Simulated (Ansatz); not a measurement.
# CH4GaNO: an energy map over angle Ga4–C2–O3 and dihedral Ga4–C2–O3–H6

Aim: map the energy of CH4GaNO, SMILES N=[C](O)[GaH2] over two coordinates, and find its wells, ridges and stiffness.

Method: RHF/def2-TZVP; program: Ansatz 0.2.0.

### Step 1. The system as given

SMILES `N=[C](O)[GaH2]`, 8 atoms, charge 0, spin multiplicity 1.

Atoms are counted from 1 here; the program's logs count them from 0.

Bond lengths: N1–C2 1.285 Å, N1–H5 1.031 Å, C2–O3 1.357 Å, C2–Ga4 2.007 Å, O3–H6 0.988 Å, Ga4–H7 1.583 Å, Ga4–H8 1.577 Å. Angles: C2–N1–H5 111.2°, N1–C2–O3 119.0°, N1–C2–Ga4 127.0°, O3–C2–Ga4 113.9°, C2–O3–H6 105.5°, C2–Ga4–H7 114.4°, C2–Ga4–H8 122.6°, H7–Ga4–H8 123.0°.

Coordinates:

```xyz
8
CH4GaNO
N     0.1962    1.5009   -0.5967
C     0.2223    0.4818    0.1863
O     0.7753    0.6118    1.4183
Ga   -0.4858   -1.3566   -0.1981
H    -0.2527    1.2688   -1.4949
H     1.0824    1.5493    1.4716
H    -1.1238   -1.5236   -1.6373
H    -0.4141   -2.5325    0.8507
```

This geometry comes from a loose relaxation at PBE in a small basis, which is not shown.

### Step 2. The minimum at this level

input.yaml reads:

```yaml
crystal:
  periodic: [false, false, false]
  atoms:
    - { symbol: "N", position_ang: [0.196244, 1.50092, -0.596713] }
    - { symbol: C, position_ang: [0.222284, 0.481847, 0.186342] }
    - { symbol: O, position_ang: [0.775331, 0.611812, 1.418319] }
    - { symbol: Ga, position_ang: [-0.485777, -1.356575, -0.198053] }
    - { symbol: H, position_ang: [-0.252659, 1.268804, -1.494899] }
    - { symbol: H, position_ang: [1.082419, 1.549299, 1.471585] }
    - { symbol: H, position_ang: [-1.123769, -1.523639, -1.63725] }
    - { symbol: H, position_ang: [-0.414064, -2.532458, 0.850659] }
basis:
  gaussian: { orbitals: def2-TZVP }
hamiltonian:
  xc: hf
output:
  forces: true
relax:
  f_tol: 0.003
  max_steps: 120
```

Started as:

```sh
> ansatz run input.yaml --threads 1 --pin off --max-ram 2560MiB --backend cpu --events-out ev --progress --plain --runs-dir out
```

What it wrote, shortened:

```text
Warning: RAYON_NUM_THREADS=1 ignored (pool sized by the plan → 1); use --threads N
[...]
Functional definition: HF
[...]
1255 factors; their error is unknown
[...]
mean field -56947.78090284 eV, -2092.7923475873 hartree, gradient 1.8e-5 eV, S^2 0.000000; 0 other end points of the search recorded, 0 dependent functions left out
[...]
reference -56947.78090284 eV, -2092.7923475873 hartree; 28, 28 occupied and 137, 137 virtual orbitals, 1255 factors
relax step   1: F+E_penalty+E_count = -56947.78090284 eV  Δ(F+E_penalty+E_count) = +0.000e0 eV  max|allowed force component| = 2.158e0 eV/Å  Δτ_max = 0.0000 Å  (39 SCF iters, accepted)
[...]
relax step   6: F+E_penalty+E_count = -56947.90148968 eV  Δ(F+E_penalty+E_count) = -1.285e-4 eV  max|allowed force component| = 6.951e-3 eV/Å  Δτ_max = 0.0039 Å  (37 SCF iters, accepted)
[...]
relax step   7: F+E_penalty+E_count = -56947.90149825 eV  Δ(F+E_penalty+E_count) = -8.574e-6 eV  max|allowed force component| = 2.686e-3 eV/Å  Δτ_max = 0.0019 Å  (36 SCF iters, accepted)
1255 factors; their error is unknown
[...]
mean field -56947.90149825 eV, -2092.7967793868 hartree, gradient 6.7e-6 eV, S^2 0.000000; 1 other end points of the search recorded, 0 dependent functions left out
[...]
reference -56947.90149825 eV, -2092.7967793868 hartree; 28, 28 occupied and 137, 137 virtual orbitals, 1255 factors
Total energy: -56947.90149825 eV, -2092.7967793868 hartree
Atom 0 at     0.193174     1.475380    -0.591125 Å, force     0.001340     0.000146     0.002686 eV/Å
Atom 1 at     0.222421     0.490931     0.181440 Å, force    -0.000839     0.000785    -0.002260 eV/Å
Atom 2 at     0.772962     0.637427     1.395051 Å, force     0.000170     0.000542     0.000307 eV/Å
Atom 3 at    -0.492690    -1.356625    -0.210691 Å, force    -0.000325    -0.000852     0.000182 eV/Å
Atom 4 at    -0.236939     1.259400    -1.467358 Å, force    -0.000269     0.000314    -0.001110 eV/Å
Atom 5 at     1.076708     1.532395     1.483444 Å, force    -0.000205    -0.000618    -0.000035 eV/Å
Atom 6 at    -1.133989    -1.529318    -1.637644 Å, force    -0.000298    -0.000575    -0.000003 eV/Å
Atom 7 at    -0.401637    -2.509579     0.846873 Å, force     0.000426     0.000259     0.000232 eV/Å
Dipole moment:    -0.109302    -0.250734    -0.083099 e Å
```

Run time: 28 s. Hardware: 1 thread of Intel Xeon 6975P-C (Granite Rapids), shared host; peak memory 0.38 GiB.

Relaxation path:

```csv
step,energy from step 1 (eV),largest force component (eV/Å)
1,0.0000,2.1580
2,-0.1114,0.5150
3,-0.1191,0.1322
4,-0.1197,0.1456
5,-0.1205,0.0919
6,-0.1206,0.0070
7,-0.1206,0.0027
```

Close pairs (by a distance rule), those that changed most:

```csv
bond,before (Å),after (Å),change (Å)
O3–H6,0.988,0.949,-0.039
N1–C2,1.285,1.252,-0.034
N1–H5,1.031,1.000,-0.031
C2–O3,1.357,1.341,-0.016
C2–Ga4,2.007,2.020,+0.012
Ga4–H8,1.577,1.567,-0.010
Ga4–H7,1.583,1.574,-0.009
```

### Step 3. Setting up the map

- angle Ga4–C2–O3: 15 values from 79.9 to 149.9 °
- dihedral Ga4–C2–O3–H6: 15 values from −180 to 156 °, periodic

Nothing else is relaxed (all other coordinates rigid). Energies count from the relaxed molecule at the same level. Points are written as (first, second).

Below, 3 of the grid's runs; all are launched alike.

### Step 4. Grid point (129.9°, −84°)

input.yaml reads:

```yaml
crystal:
  periodic: [false, false, false]
  atoms:
    - { symbol: "N", position_ang: [0.193174, 1.47538, -0.591125] }
    - { symbol: C, position_ang: [0.222421, 0.490931, 0.18144] }
    - { symbol: O, position_ang: [0.772962, 0.637427, 1.395051] }
    - { symbol: Ga, position_ang: [-0.618998, -1.134732, -0.671702] }
    - { symbol: H, position_ang: [-0.236939, 1.2594, -1.467358] }
    - { symbol: H, position_ang: [0.082355, 0.817959, 2.020761] }
    - { symbol: H, position_ang: [-1.156885, -0.911518, -2.133938] }
    - { symbol: H, position_ang: [-0.714684, -2.500546, 0.090815] }
basis:
  gaussian: { orbitals: def2-TZVP }
hamiltonian:
  xc: hf
output:
  forces: true
```

Started as:

```sh
> ansatz run input.yaml --threads 1 --pin off --max-ram 2560MiB --backend cpu --events-out ev --progress --plain --runs-dir out
```

What it wrote, shortened:

```text
Warning: RAYON_NUM_THREADS=1 ignored (pool sized by the plan → 1); use --threads N
[...]
Functional definition: HF
[...]
1255 factors; their error is unknown
[...]
mean field -56947.23788339 eV, -2092.7723919902 hartree, gradient 1.8e-5 eV, S^2 0.000000; 0 other end points of the search recorded, 0 dependent functions left out
[...]
reference -56947.23788339 eV, -2092.7723919902 hartree; 28, 28 occupied and 137, 137 virtual orbitals, 1255 factors
Total energy: -56947.23788339 eV, -2092.7723919902 hartree
Atom 0 at     0.193174     1.475380    -0.591125 Å, force     0.321924     0.614825     0.346983 eV/Å
Atom 1 at     0.222421     0.490931     0.181440 Å, force    -0.869896    -0.006958    -1.678499 eV/Å
Atom 2 at     0.772962     0.637427     1.395051 Å, force    -0.077106    -0.085431     0.790279 eV/Å
Atom 3 at    -0.618998    -1.134732    -0.671702 Å, force     0.220424    -0.386878     0.541695 eV/Å
Atom 4 at    -0.236939     1.259400    -1.467358 Å, force     0.091370     0.025686    -0.031171 eV/Å
Atom 5 at     0.082355     0.817959     2.020761 Å, force     0.362673    -0.051023    -0.013845 eV/Å
Atom 6 at    -1.156885    -0.911518    -2.133938 Å, force     0.032748     0.052596     0.058652 eV/Å
Atom 7 at    -0.714684    -2.500546     0.090815 Å, force    -0.082137    -0.162817    -0.014092 eV/Å
Dipole moment:    -0.463318    -0.382205     0.016220 e Å
```

It took 2.9 s on 1 thread of Intel Xeon 6975P-C (Granite Rapids), shared host; peak memory 0.37 GiB.

That is 64 kJ/mol from the zero.

### Step 5. Point (139.9°, −156°)

input.yaml reads:

```yaml
crystal:
  periodic: [false, false, false]
  atoms:
    - { symbol: "N", position_ang: [0.193174, 1.47538, -0.591125] }
    - { symbol: C, position_ang: [0.222421, 0.490931, 0.18144] }
    - { symbol: O, position_ang: [0.772962, 0.637427, 1.395051] }
    - { symbol: Ga, position_ang: [-0.671764, -0.923951, -0.948674] }
    - { symbol: H, position_ang: [-0.236939, 1.2594, -1.467358] }
    - { symbol: H, position_ang: [0.735796, 1.554983, 1.635368] }
    - { symbol: H, position_ang: [-1.119593, -0.443552, -2.379041] }
    - { symbol: H, position_ang: [-0.889346, -2.380616, -0.41312] }
basis:
  gaussian: { orbitals: def2-TZVP }
hamiltonian:
  xc: hf
output:
  forces: true
```

Started as:

```sh
> ansatz run input.yaml --threads 1 --pin off --max-ram 2560MiB --backend cpu --events-out ev --progress --plain --runs-dir out
```

What it wrote, shortened:

```text
Warning: RAYON_NUM_THREADS=1 ignored (pool sized by the plan → 1); use --threads N
[...]
Functional definition: HF
[...]
1255 factors; their error is unknown
[...]
mean field -56947.26750848 eV, -2092.7734806923 hartree, gradient 1.8e-5 eV, S^2 0.000000; 0 other end points of the search recorded, 0 dependent functions left out
[...]
reference -56947.26750848 eV, -2092.7734806923 hartree; 28, 28 occupied and 137, 137 virtual orbitals, 1255 factors
Total energy: -56947.26750848 eV, -2092.7734806923 hartree
Atom 0 at     0.193174     1.475380    -0.591125 Å, force     0.168781     1.506109     0.007794 eV/Å
Atom 1 at     0.222421     0.490931     0.181440 Å, force    -0.048898    -0.193204    -0.830900 eV/Å
Atom 2 at     0.772962     0.637427     1.395051 Å, force    -0.762747    -0.603371    -0.126754 eV/Å
Atom 3 at    -0.671764    -0.923951    -0.948674 Å, force     0.192419    -1.029943     1.022640 eV/Å
Atom 4 at    -0.236939     1.259400    -1.467358 Å, force     0.174151     0.477737     0.092405 eV/Å
Atom 5 at     0.735796     1.554983     1.635368 Å, force     0.309442    -0.002154    -0.223587 eV/Å
Atom 6 at    -1.119593    -0.443552    -2.379041 Å, force     0.076147     0.037972     0.148329 eV/Å
Atom 7 at    -0.889346    -2.380616    -0.413120 Å, force    -0.109294    -0.193146    -0.089928 eV/Å
Dipole moment:    -0.246539    -0.148545    -0.142907 e Å
```

Wall time 2.9 s (1 thread of Intel Xeon 6975P-C (Granite Rapids), shared host); peak memory 0.37 GiB.

On the map this point reads 61 kJ/mol.

### Step 6. Grid point (114.9°, −180°)

input.yaml reads:

```yaml
crystal:
  periodic: [false, false, false]
  atoms:
    - { symbol: "N", position_ang: [0.193174, 1.47538, -0.591125] }
    - { symbol: C, position_ang: [0.222421, 0.490931, 0.18144] }
    - { symbol: O, position_ang: [0.772962, 0.637427, 1.395051] }
    - { symbol: Ga, position_ang: [-0.492627, -1.356692, -0.210492] }
    - { symbol: H, position_ang: [-0.236939, 1.2594, -1.467358] }
    - { symbol: H, position_ang: [1.076903, 1.532337, 1.483363] }
    - { symbol: H, position_ang: [-1.13396, -1.529549, -1.637409] }
    - { symbol: H, position_ang: [-0.401497, -2.50954, 0.847181] }
basis:
  gaussian: { orbitals: def2-TZVP }
hamiltonian:
  xc: hf
output:
  forces: true
```

Started as:

```sh
> ansatz run input.yaml --threads 1 --pin off --max-ram 2560MiB --backend cpu --events-out ev --progress --plain --runs-dir out
```

What it wrote, shortened:

```text
Warning: RAYON_NUM_THREADS=1 ignored (pool sized by the plan → 1); use --threads N
[...]
Functional definition: HF
[...]
1255 factors; their error is unknown
[...]
mean field -56947.90149853 eV, -2092.7967793968 hartree, gradient 1.7e-5 eV, S^2 0.000000; 0 other end points of the search recorded, 0 dependent functions left out
[...]
reference -56947.90149853 eV, -2092.7967793968 hartree; 28, 28 occupied and 137, 137 virtual orbitals, 1255 factors
Total energy: -56947.90149853 eV, -2092.7967793968 hartree
Atom 0 at     0.193174     1.475380    -0.591125 Å, force     0.001416    -0.000138     0.002663 eV/Å
Atom 1 at     0.222421     0.490931     0.181440 Å, force    -0.001000     0.000817    -0.002044 eV/Å
Atom 2 at     0.772962     0.637427     1.395051 Å, force     0.000666     0.000693     0.000338 eV/Å
Atom 3 at    -0.492627    -1.356692    -0.210492 Å, force    -0.000491    -0.000781    -0.000110 eV/Å
Atom 4 at    -0.236939     1.259400    -1.467358 Å, force    -0.000285     0.000270    -0.001142 eV/Å
Atom 5 at     1.076903     1.532337     1.483363 Å, force    -0.000432    -0.000538     0.000102 eV/Å
Atom 6 at    -1.133960    -1.529549    -1.637409 Å, force    -0.000326    -0.000642    -0.000040 eV/Å
Atom 7 at    -0.401497    -2.509540     0.847181 Å, force     0.000452     0.000317     0.000232 eV/Å
Dipole moment:    -0.109224    -0.250762    -0.083094 e Å
```

Run time: 3.1 s. Hardware: 1 thread of Intel Xeon 6975P-C (Granite Rapids), shared host; peak memory 0.37 GiB.

That is 0 kJ/mol from the zero.

### Step 7. The map

225 points were computed. Energies in kJ/mol, from the relaxed molecule at the same level:

| dihedral Ga4–C2–O3–H6 (°) ↓, angle Ga4–C2–O3 (°) → | 79.9 | 84.9 | 89.9 | 94.9 | 99.9 | 104.9 | 109.9 | 114.9 | 119.9 | 124.9 | 129.9 | 134.9 | 139.9 | 144.9 | 149.9 |
| --- | --- | --- | --- | --- | --- | --- | --- | --- | --- | --- | --- | --- | --- | --- | --- |
| 156 | 104 | 79 | 57 | 40 | 26 | 16 | 10 | 8 | 10 | 16 | 26 | 41 | 61 | 89 | 125 |
| 132 | 128 | 102 | 80 | 62 | 47 | 37 | 30 | 27 | 28 | 33 | 43 | 57 | 78 | 105 | 141 |
| 108 | 155 | 127 | 104 | 85 | 69 | 57 | 49 | 45 | 45 | 49 | 58 | 73 | 93 | 120 | 156 |
| 84 | 175 | 145 | 119 | 98 | 80 | 67 | 58 | 53 | 52 | 56 | 64 | 78 | 97 | 124 | 160 |
| 60 | 194 | 157 | 126 | 101 | 82 | 66 | 56 | 50 | 48 | 51 | 59 | 72 | 91 | 118 | 153 |
| 36 | 221 | 172 | 133 | 102 | 79 | 61 | 49 | 42 | 40 | 42 | 49 | 62 | 81 | 106 | 141 |
| 12 | 249 | 186 | 139 | 103 | 77 | 57 | 44 | 36 | 33 | 35 | 42 | 54 | 73 | 98 | 132 |
| −12 | 249 | 186 | 139 | 103 | 77 | 57 | 44 | 36 | 33 | 35 | 42 | 54 | 73 | 98 | 132 |
| −36 | 221 | 171 | 133 | 102 | 79 | 61 | 49 | 42 | 40 | 42 | 49 | 62 | 81 | 106 | 141 |
| −60 | 194 | 157 | 126 | 101 | 81 | 66 | 56 | 50 | 48 | 51 | 59 | 72 | 91 | 118 | 153 |
| −84 | 175 | 145 | 119 | 98 | 80 | 67 | 58 | 53 | 52 | 56 | 64 | 78 | 97 | 124 | 160 |
| −108 | 155 | 127 | 104 | 85 | 69 | 57 | 49 | 45 | 45 | 49 | 58 | 73 | 93 | 120 | 156 |
| −132 | 128 | 102 | 80 | 62 | 47 | 37 | 30 | 27 | 28 | 33 | 43 | 57 | 78 | 105 | 141 |
| −156 | 104 | 79 | 57 | 40 | 26 | 16 | 10 | 8 | 10 | 16 | 26 | 41 | 61 | 89 | 125 |
| −180 | 95 | 69 | 47 | 30 | 17 | 8 | 2 | 0 | 2 | 8 | 18 | 33 | 54 | 81 | 117 |

The dipole moment (D) at each point:

```tsv
dihedral Ga4–C2–O3–H6 (°) ↓, angle Ga4–C2–O3 (°) →	79.9	84.9	89.9	94.9	99.9	104.9	109.9	114.9	119.9	124.9	129.9	134.9	139.9	144.9	149.9
156	1.17	1.25	1.32	1.39	1.45	1.49	1.53	1.56	1.57	1.58	1.58	1.56	1.55	1.52	1.49
132	1.64	1.72	1.79	1.85	1.90	1.94	1.97	1.98	1.99	1.99	1.97	1.95	1.92	1.88	1.83
108	2.09	2.19	2.28	2.34	2.40	2.44	2.46	2.47	2.47	2.46	2.43	2.40	2.35	2.29	2.23
84	2.52	2.64	2.74	2.82	2.88	2.92	2.95	2.95	2.95	2.92	2.89	2.84	2.77	2.70	2.61
60	2.98	3.12	3.23	3.31	3.36	3.40	3.41	3.41	3.39	3.36	3.31	3.25	3.17	3.07	2.96
36	3.51	3.62	3.71	3.77	3.81	3.83	3.83	3.81	3.78	3.74	3.67	3.59	3.50	3.39	3.26
12	3.97	4.03	4.07	4.10	4.11	4.11	4.09	4.06	4.02	3.96	3.89	3.80	3.70	3.58	3.44
−12	3.97	4.03	4.07	4.10	4.11	4.11	4.09	4.06	4.02	3.96	3.89	3.80	3.70	3.58	3.44
−36	3.51	3.62	3.71	3.77	3.81	3.83	3.83	3.81	3.78	3.74	3.67	3.59	3.50	3.39	3.26
−60	2.98	3.12	3.23	3.31	3.36	3.40	3.41	3.41	3.39	3.36	3.31	3.25	3.16	3.07	2.96
−84	2.52	2.64	2.74	2.82	2.88	2.92	2.95	2.95	2.94	2.92	2.89	2.84	2.77	2.69	2.61
−108	2.09	2.19	2.27	2.34	2.40	2.44	2.46	2.47	2.47	2.46	2.43	2.40	2.35	2.29	2.22
−132	1.64	1.72	1.79	1.85	1.90	1.94	1.96	1.98	1.99	1.98	1.97	1.95	1.91	1.87	1.83
−156	1.17	1.25	1.32	1.39	1.45	1.49	1.53	1.56	1.57	1.58	1.58	1.56	1.54	1.52	1.48
−180	0.93	1.02	1.10	1.18	1.24	1.30	1.34	1.37	1.39	1.41	1.41	1.40	1.39	1.37	1.34
```

Energy (kJ/mol) at eleven even steps along the easiest path on the interpolated surface, from (114.9°, −180°): 0, 4, 17, 29, 43, 51, 51, 47, 41, 35, 32.

### Step 8. Outcome

| quantity | value |
| --- | --- |
| lowest point | (114.9°, −180°), 0 kJ/mol |
| highest computed point | (79.9°, 12°), 249 kJ/mol above the lowest |
| dipole moment (D) | 0.93 at (79.9°, −180°) to 4.11 at (99.9°, −12°); 1.37 at the lowest point |
| time for the whole task | 13 min on 1 thread, shared host |

In words: The lowest computed point is at (114.9°, −180°), which is the relaxed molecule at the same level itself. A higher local minimum lies near (119.9°, −12°) (33 kJ/mol above the lowest at that grid point). The highest computed point, (79.9°, 12°), lies 249 kJ/mol above the lowest. On the interpolated surface the easiest way out of the lowest well to the well at (119.9°, −12°) passes a barrier of about 52 kJ/mol. Round the minimum the two coordinates are nearly uncoupled.
